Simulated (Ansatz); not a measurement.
LaPb2 in Ansatz: the effect of target pressure

Crystal: LaPb2.

```
CELL_PARAMETERS angstrom
-2.06634 2.06634 5.63845
2.06634 -2.06634 5.63845
2.06634 2.06634 -5.63845
ATOMIC_POSITIONS crystal
Pb 0.68639 0.68639 0.00000
Pb 0.31361 0.31361 0.00000
La 0.00000 0.00000 0.00000
```

The cell comes from a database or a generator and needn't be the stable form of this composition.

Alike in all runs:

* Program: Ansatz 0.2.0
* Task: relaxation of cell and atoms
* Functional: PBEsol
* Potentials or basis: Ansatz PAW
* Cutoff: 420 eV (not typed: the program's choice for these potentials)
* k mesh: 9 × 9 × 9
* Occupations: fermi-dirac, width 0.05 eV
* Spin: no spin polarisation

Each run relaxes the cell or the atoms first.

One run gave: relaxed volume 26.17 Å³/atom. Which target pressure did it use?
A. 10 GPa
B. 20 GPa
C. 30 GPa
D. 2 GPa
E. 0 GPa

A.

```tsv
target pressure	relaxed volume (Å³/atom)
0 GPa	30.18
2 GPa	29.09
5 GPa	27.81
10 GPa	26.17
20 GPa	23.95
30 GPa	22.40
```

Caveats: the plane-wave basis is chosen anew once the cell has moved, so the energies of steps on either side of that aren't comparable; the PAW data sets come from PBE, with cores solved anew for the run's functional, which leaves a small shift of forces and pressure; the volume moved by over 15 % at a fixed basis, so the end points are rough (some runs).
